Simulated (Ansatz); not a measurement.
# CBF2NO: the cost of one run

Method: RKS PBE0/STO-3G, in Ansatz 0.2.0.

## 1. Starting point

Bond lengths: O1–C2 1.287 Å, C2–N3 1.294 Å, N3–B4 1.497 Å, B4–F5 1.475 Å, B4–F6 1.453 Å. Angles: O1–C2–N3 178.4°, C2–N3–B4 119.6°, N3–B4–F5 117.9°, N3–B4–F6 122.9°, F5–B4–F6 118.4°.

Structure file:

```xyz
6

O     1.0800   -1.8454    1.4836
C     0.5767   -1.2383    0.4665
N     0.0846   -0.6542   -0.5778
B    -0.3460    0.7766   -0.4906
F    -0.9385    1.3933   -1.6929
F    -0.4146    1.5040    0.7649
```

## 2. Relaxing the start

File input.yaml:

```yaml
crystal:
  periodic: [false, false, false]
  atoms:
    - { symbol: O, position_ang: [1.08, -1.8454, 1.4836] }
    - { symbol: C, position_ang: [0.5767, -1.2383, 0.4665] }
    - { symbol: "N", position_ang: [0.0846, -0.6542, -0.5778] }
    - { symbol: B, position_ang: [-0.346, 0.7766, -0.4906] }
    - { symbol: F, position_ang: [-0.9385, 1.3933, -1.6929] }
    - { symbol: F, position_ang: [-0.4146, 1.504, 0.7649] }
basis:
  gaussian: { orbitals: STO-3G }
hamiltonian:
  xc: pbe0
relax:
  f_tol: 0.02
  max_steps: 40
```

Launch:

```sh
> ansatz run input.yaml --threads 1 --pin off --max-ram 2048MiB --backend cpu --events-out ev --progress --plain --runs-dir out
```

Q: Estimate wall time and peak memory on 1 thread of Intel Xeon at 2.50GHz (Skylake/Cascade Lake), shared host.

About 34 s, with a peak of 0.14 GiB.
